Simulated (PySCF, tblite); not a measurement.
**CH₇F₃NPSi₂: a rotation path, then NMR shifts on frames, part 1 of 2**

How do NMR shifts of CH₇F₃NPSi₂ (`FC(F)(F)[Si@H](P)N[SiH3]`) change as the atoms move?

Computed with tblite 0.8.0 and PySCF 2.14.0, with density-fitted response routines of our own, on a single molecule in the gas phase. Atoms count from 0, in the outputs and in this text.

## Step 1: The molecule as given

15 atoms, charge 0, multiplicity 1; geometry from: GFN2-xTB.

Bonds of the start (Å): F0–C1 1.35, C1–F2 1.35, C1–F3 1.35, C1–Si4 1.94, Si4–P5 2.23, Si4–N6 1.71, N6–Si7 1.76, Si4–H8 1.47, P5–H9 1.39, P5–H10 1.39, N6–H11 1.01, Si7–H12 1.46, Si7–H13 1.46, Si7–H14 1.46.

## Step 2: The rotation path with GFN2-xTB

The job: settings as JSON, then the geometry in Å.

```
{"job": {"kind": "neb", "xc": "GFN2-xTB", "basis": "xTB", "atoms": [0, 1, 4, 6], "turn": 120}, "charge": 0, "multiplicity": 1}
F     -2.591843    -0.765937     1.083576
C     -1.324417    -0.931967     0.646828
F     -1.417699    -1.595915    -0.519799
F     -0.747027    -1.787218     1.515414
Si    -0.363173     0.747229     0.501041
P     -1.535829     1.996904    -0.925971
N      1.140595     0.330155    -0.207403
Si     2.129985    -1.109304     0.001586
H     -0.240751     1.166276     1.905639
H     -1.059053     3.200836    -0.433997
H     -2.679280     2.048927    -0.145779
H      1.529082     1.021803    -0.827471
H      3.386541    -0.753359    -0.657331
H      1.472627    -2.238850    -0.646651
H      2.295828    -1.321593     1.436575
```

Method: GFN2-xTB climbing-image nudged elastic band, gas phase.

The run is started by

```sh
OMP_NUM_THREADS=1 python probes_run.py task.json out
```

This one command runs all jobs of the session in turn.

What it wrote:

```text
image   E - E0 / eV
  0      -0.0000
  1       0.0111
  2       0.0300
  3       0.0422
  4       0.0419
  5       0.0328
  6       0.0196
  7       0.0059
  8       0.0000
```

Wall time 2.7 s (1 thread of INTEL XEON PLATINUM 8581C at 2.30GHz, shared host); peak memory 0.19 GiB.

The final band, with the dihedral F0–C1–Si4–N6:

```
image  dihedral (°)  energy (eV)  energy (kcal/mol)
    0          -175        0.000                0.0
    1          -159        0.011                0.3
    2          -145        0.030                0.7
    3          -130        0.042                1.0
    4          -115        0.042                1.0
    5           -99        0.033                0.8
    6           -84        0.020                0.5
    7           -69        0.006                0.1
    8           -54        0.000                0.0
```

## Step 3: NMR shieldings: image 0, PBE0/pcSseg-1

The job: settings as JSON, then the geometry in Å.

```
{"job": {"kind": "nmr", "xc": "PBE0", "basis": "pcSseg-1", "pop": false}, "charge": 0, "multiplicity": 1}
F     -2.591800    -0.765900     1.083600
C     -1.324400    -0.932000     0.646800
F     -1.417700    -1.595900    -0.519800
F     -0.747000    -1.787200     1.515400
Si    -0.363200     0.747200     0.501000
P     -1.535800     1.996900    -0.926000
N      1.140600     0.330200    -0.207400
Si     2.130000    -1.109300     0.001600
H     -0.240800     1.166300     1.905600
H     -1.059100     3.200800    -0.434000
H     -2.679300     2.048900    -0.145800
H      1.529100     1.021800    -0.827500
H      3.386500    -0.753400    -0.657300
H      1.472600    -2.238800    -0.646700
H      2.295800    -1.321600     1.436600
```

Method: GIAO PBE0/pcSseg-1 NMR shielding, non-relativistic, gas phase.

What it wrote:

```text
coarse grid: 14624 points
cycle   1  E = -1315.9401360200  dE =  8.535e-01  |g| = 9.128e-01  |ddm| = 3.490e+00
cycle   2  E = -1315.7681626886  dE =  1.720e-01  |g| = 1.381e+00  |ddm| = 1.335e+00
cycle   3  E = -1316.0847464386  dE = -3.166e-01  |g| = 5.026e-02  |ddm| = 8.623e-01
cycle   4  E = -1316.0851807668  dE = -4.343e-04  |g| = 2.914e-02  |ddm| = 9.406e-02
cycle   5  E = -1316.0853560871  dE = -1.753e-04  |g| = 1.106e-02  |ddm| = 3.784e-02
cycle   6  E = -1316.0853768424  dE = -2.076e-05  |g| = 1.953e-03  |ddm| = 8.813e-03
cycle   7  E = -1316.0853776849  dE = -8.425e-07  |g| = 3.204e-04  |ddm| = 2.603e-03
final grid: 130400 points
cycle   8  E = -1316.1476370713  dE = -3.818e-05  |g| = 7.238e-03  |ddm| = 2.208e-02
cycle   9  E = -1316.1476258905  dE =  1.118e-05  |g| = 1.073e-02  |ddm| = 1.335e-02
cycle  10  E = -1316.1476470200  dE = -2.113e-05  |g| = 4.684e-04  |ddm| = 7.874e-03
cycle  11  E = -1316.1476470498  dE = -2.982e-08  |g| = 2.933e-04  |ddm| = 7.713e-04
cycle  12  E = -1316.1476470673  dE = -1.742e-08  |g| = 7.509e-05  |ddm| = 2.766e-04
cycle  13  E = -1316.1476470681  dE = -8.326e-10  |g| = 1.937e-05  |ddm| = 6.719e-05
converged SCF energy = -1316.1476470681

GIAO shielding tensors (ppm)
atom      isotropic    diamagn.    paramagn.     s11        s22        s33       span
  0 F      251.953     473.161    -221.208    155.551    268.322    331.985    176.435
  1 C       48.519     250.954    -202.436     43.307     47.880     54.369     11.062
  2 F      249.224     476.230    -227.006    151.606    269.495    326.571    174.965
  3 F      246.182     475.523    -229.341    150.403    263.651    324.492    174.089
  4 Si     367.385     880.619    -513.234    326.584    363.284    412.287     85.703
  5 P      620.421     967.613    -347.193    563.360    623.251    674.651    111.291
  6 N      266.116     325.735     -59.618    244.149    275.648    278.551     34.402
  7 Si     401.611     879.450    -477.839    360.265    392.294    452.275     92.010
  8 H       26.131      29.311      -3.181     23.126     24.051     31.216      8.090
  9 H       30.441      29.526       0.915     25.183     27.269     38.872     13.688
 10 H       30.297      29.431       0.866     24.220     27.939     38.732     14.511
 11 H       31.946      33.277      -1.331     22.032     30.349     43.457     21.425
 12 H       27.042      28.615      -1.573     23.245     25.229     32.653      9.408
 13 H       26.781      29.699      -2.918     22.777     26.167     31.399      8.622
 14 H       26.878      29.206      -2.328     23.689     25.005     31.942      8.253
```

Wall time 33 s (1 thread of INTEL XEON PLATINUM 8581C at 2.30GHz, shared host); peak memory 1 GiB.

The references, computed at this level on geometries of the same kind, shield at (ppm): 1H TMS 31.72, 13C TMS 186.9, 29Si TMS 349.2, 19F CFCl3 170.9, 15N NH3 267.7, 31P H3PO4 318.4. Their shielding less the atom's gives the shift. The references are single molecules in the gas phase, so shifts against H2O, NH3, PH3, H3PO4 or CFCl3 are not on the usual liquid scales and can be off by tens of ppm. Each atom is listed at this fixed geometry, with no averaging over motion; a spectrum would average atoms that exchange fast.

```
atoms                              environment  σ (ppm)  δ (ppm)
   C1                               CF3 carbon     48.5    138.4
   H8  hydrogen on a silicon bonded to C, N, P    26.13     5.59
  H13        hydrogen on a silicon bonded to N    26.78     4.94
  H14        hydrogen on a silicon bonded to N    26.88     4.84
  H12        hydrogen on a silicon bonded to N    27.04     4.67
  H10    hydrogen on a phosphorus bonded to Si    30.30     1.42
   H9    hydrogen on a phosphorus bonded to Si    30.44     1.28
  H11    hydrogen on a nitrogen bonded to 2 Si    31.95    -0.23
   F3                  fluorine of a CF3 group    246.2    -75.2
   F2                  fluorine of a CF3 group    249.2    -78.3
   F0                  fluorine of a CF3 group    252.0    -81.0
  Si4             silicon bonded to C, N, P, H    367.4    -18.2
  Si7                 silicon bonded to N, 3 H    401.6    -52.5
   P5             phosphorus bonded to Si, 2 H    620.4   -302.0
   N6               nitrogen bonded to 2 Si, H    266.1      1.6
```

Orbitals, density, ELF and potential are computed afterwards from the orbital file.

Frontier orbitals at PBE0/pcSseg-1, with the share of their density that lies nearest to each atom:

```
orbital  energy (eV)                      lies on
   HOMO        -7.73     N6 50 %; H8 11 %; P5 8 %
   LUMO        -0.32  H11 16 %; Si4 13 %; P5 11 %
```

ELF in a plane through or near 8 of the atoms.

Values, 10 rows by 14 columns:
```
0.00 0.00 0.00 0.00 0.00 0.00 0.00 0.00 0.00 0.00 0.00 0.00 0.00 0.00
0.00 0.00 0.00 0.00 0.00 0.00 0.00 0.00 0.00 0.01 0.03 0.00 0.00 0.00
0.00 0.00 0.16 0.78 0.08 0.03 0.83 0.02 0.02 0.81 0.98 0.37 0.00 0.00
0.00 0.02 0.99 1.00 0.80 0.26 0.97 0.13 0.22 0.82 0.98 0.25 0.01 0.00
0.00 0.01 0.65 0.95 0.31 0.77 0.22 0.46 0.64 0.64 0.77 0.95 0.24 0.00
0.00 0.00 0.04 0.19 0.19 0.19 0.21 0.29 0.32 0.32 0.90 1.00 0.38 0.00
0.00 0.00 0.01 0.16 0.47 0.03 0.07 0.47 0.59 0.21 0.01 0.03 0.00 0.00
0.00 0.00 0.00 0.00 0.01 0.14 0.74 0.41 0.76 0.82 0.29 0.00 0.00 0.00
0.00 0.00 0.00 0.00 0.00 0.02 0.36 0.06 0.44 0.49 0.04 0.00 0.00 0.00
0.00 0.00 0.00 0.00 0.00 0.00 0.00 0.00 0.00 0.00 0.00 0.00 0.00 0.00
```
The map spans 11.9 Å across and 9.7 Å up, centred on the molecule. Atoms in the plane (x, y in Å): F0 (1.7, -2.3), C1 (0.6, -1.6), N6 (-0.8, 1.0), Si7 (-2.4, 0.3), H9 (2.7, 2.1), H10 (3.4, 0.3), H11 (-0.7, 1.9), H12 (-3.2, 1.5).

On the surface of density 0.002 e/bohr³ the electrostatic potential runs, from the 1st to the 99th percentile, from -0.75 V near F2 to 1.95 V near H11.

## Step 4: Shielding tensors: image 1, PBE0/pcSseg-1

The job: settings as JSON, then the geometry in Å.

```
{"job": {"kind": "nmr", "xc": "PBE0", "basis": "pcSseg-1", "pop": false}, "charge": 0, "multiplicity": 1}
F     -2.667100    -0.738400     0.803700
C     -1.337000    -0.927000     0.659100
F     -1.194000    -1.729600    -0.410300
F     -0.951800    -1.655100     1.726700
Si    -0.353200     0.740200     0.513000
P     -1.549400     2.002500    -0.880500
N      1.132000     0.320800    -0.233100
Si     2.138300    -1.110400    -0.044600
H     -0.208300     1.141400     1.920100
H     -1.054300     3.204000    -0.401200
H     -2.671200     2.053800    -0.070100
H      1.505600     1.016800    -0.857500
H      3.393400    -0.733900    -0.695600
H      1.491800    -2.247600    -0.691300
H      2.320900    -1.329300     1.387900
```

Level: GIAO PBE0/pcSseg-1 NMR shielding, non-relativistic, gas phase.

What it wrote:

```text
coarse grid: 14624 points
cycle   1  E = -1315.9385593060  dE =  8.553e-01  |g| = 9.134e-01  |ddm| = 3.489e+00
cycle   2  E = -1315.7664597735  dE =  1.721e-01  |g| = 1.382e+00  |ddm| = 1.325e+00
cycle   3  E = -1316.0832434971  dE = -3.168e-01  |g| = 5.031e-02  |ddm| = 8.564e-01
cycle   4  E = -1316.0836798417  dE = -4.363e-04  |g| = 2.936e-02  |ddm| = 9.499e-02
cycle   5  E = -1316.0838603894  dE = -1.805e-04  |g| = 1.105e-02  |ddm| = 3.830e-02
cycle   6  E = -1316.0838812081  dE = -2.082e-05  |g| = 1.975e-03  |ddm| = 8.827e-03
cycle   7  E = -1316.0838820688  dE = -8.608e-07  |g| = 3.188e-04  |ddm| = 2.615e-03
final grid: 130400 points
cycle   8  E = -1316.1466791412  dE = -3.979e-05  |g| = 7.183e-03  |ddm| = 2.159e-02
cycle   9  E = -1316.1466679784  dE =  1.116e-05  |g| = 1.066e-02  |ddm| = 1.327e-02
cycle  10  E = -1316.1466889878  dE = -2.101e-05  |g| = 4.700e-04  |ddm| = 7.875e-03
cycle  11  E = -1316.1466890170  dE = -2.911e-08  |g| = 2.972e-04  |ddm| = 7.541e-04
cycle  12  E = -1316.1466890347  dE = -1.778e-08  |g| = 7.454e-05  |ddm| = 2.763e-04
cycle  13  E = -1316.1466890356  dE = -8.170e-10  |g| = 1.924e-05  |ddm| = 6.586e-05
converged SCF energy = -1316.1466890356

GIAO shielding tensors (ppm)
atom      isotropic    diamagn.    paramagn.     s11        s22        s33       span
  0 F      249.852     473.361    -223.509    156.139    263.870    329.547    173.408
  1 C       48.563     251.027    -202.464     44.849     46.575     54.266      9.417
  2 F      247.249     476.617    -229.368    148.064    269.884    323.800    175.736
  3 F      244.392     475.077    -230.685    149.061    257.443    326.670    177.609
  4 Si     364.846     880.642    -515.796    325.527    360.655    408.355     82.829
  5 P      619.427     967.673    -348.245    560.238    622.112    675.932    115.694
  6 N      265.232     325.601     -60.368    243.636    275.006    277.055     33.420
  7 Si     402.105     879.435    -477.329    359.060    392.419    454.837     95.776
  8 H       26.112      29.335      -3.223     23.250     23.967     31.118      7.867
  9 H       30.439      29.561       0.878     25.179     27.256     38.883     13.704
 10 H       30.274      29.501       0.773     24.119     28.046     38.657     14.538
 11 H       31.916      33.257      -1.341     22.002     30.330     43.415     21.413
 12 H       27.030      28.562      -1.531     23.244     25.190     32.658      9.414
 13 H       26.710      29.572      -2.862     22.491     26.319     31.319      8.828
 14 H       26.907      29.190      -2.283     23.626     25.114     31.980      8.354
```

Run time: 24 s. Hardware: 1 thread of INTEL XEON PLATINUM 8581C at 2.30GHz, shared host; peak memory 0.9 GiB.

In short: δ C1 138.4, F3 -73.4, F2 -76.3, F0 -78.9, H8 5.61, H13 5.01 ppm.

(Continued in part 2 of 2.)
